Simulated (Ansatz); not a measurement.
# ClH5O3Sn: the cost of one run

Program: Ansatz 0.2.0. Level of theory: RKS PBE-D4/def2-SVP. These are calculated values, not measurements.

## 1. Starting point

Bond lengths: Sn1–Cl2 2.760 Å, Sn1–O3 1.960 Å, O3–H4 1.010 Å, Sn1–O5 1.959 Å, O5–H6 1.010 Å, Sn1–O7 1.959 Å, O7–H8 1.010 Å, Sn1–H9 2.040 Å. Angles: Cl2–Sn1–O3 109.4°, Cl2–Sn1–O5 109.5°, Cl2–Sn1–O7 109.5°, Cl2–Sn1–H9 71.6°, O3–Sn1–O5 109.5°, O3–Sn1–O7 109.5°, O3–Sn1–H9 67.1°, O5–Sn1–O7 109.5°, O5–Sn1–H9 72.9°, O7–Sn1–H9 176.5°, Sn1–O3–H4 109.5°, Sn1–O5–H6 109.5°, Sn1–O7–H8 109.5°.

As a file:

```xyz
10

Sn    0.0000    0.0000    0.0000
Cl    0.0000    0.0000    2.7600
O     1.8483    0.0000   -0.6527
H     2.1646   -0.9521   -0.7693
O    -0.9232    1.5994   -0.6527
H    -1.8810    1.3686   -0.8751
O    -0.9232   -1.5994   -0.6527
H    -1.3778   -2.0650    0.1197
H     1.0699    1.6134    0.6433
H     0.8962    1.3515    1.6527
```

## 2. A restrained relaxation towards end A

Springs on the bonds that form and break draw the guess towards this end; the thresholds are loose.

Contents of input.yaml:

```yaml
crystal:
  periodic: [false, false, false]
  atoms:
    - { symbol: Sn, position_ang: [0.0, 0.0, 0.0] }
    - { symbol: Cl, position_ang: [0.0, 0.0, 2.76] }
    - { symbol: O, position_ang: [1.8483, 0.0, -0.6527] }
    - { symbol: H, position_ang: [2.1646, -0.9521, -0.7693] }
    - { symbol: O, position_ang: [-0.9232, 1.5994, -0.6527] }
    - { symbol: H, position_ang: [-1.881, 1.3686, -0.8751] }
    - { symbol: O, position_ang: [-0.9232, -1.5994, -0.6527] }
    - { symbol: H, position_ang: [-1.3778, -2.065, 0.1197] }
    - { symbol: H, position_ang: [1.0699, 1.6134, 0.6433] }
    - { symbol: H, position_ang: [0.8962, 1.3515, 1.6527] }
basis:
  gaussian: { orbitals: def2-SVP }
hamiltonian:
  xc: pbe
  dispersion: d4
relax:
  f_tol: 0.15
  max_steps: 25
  restrain:
    - { distance: [0, 8], at: 2.94, k: 30.0 }
    - { distance: [9, 1], at: 2.57, k: 30.0 }
    - { distance: [0, 1], at: 2.41, k: 30.0 }
    - { distance: [9, 8], at: 0.66, k: 30.0 }
```

The run is started by

```console
ansatz run input.yaml --threads 4 --pin off --max-ram 5120MiB --backend cpu --events-out ev --progress --plain --runs-dir out
```

Q: Estimate wall time and peak memory on 4 threads of Intel Xeon Platinum 8259CL at 2.50GHz (Skylake/Cascade Lake), shared host.

About 14 s, with a peak of 0.19 GiB.
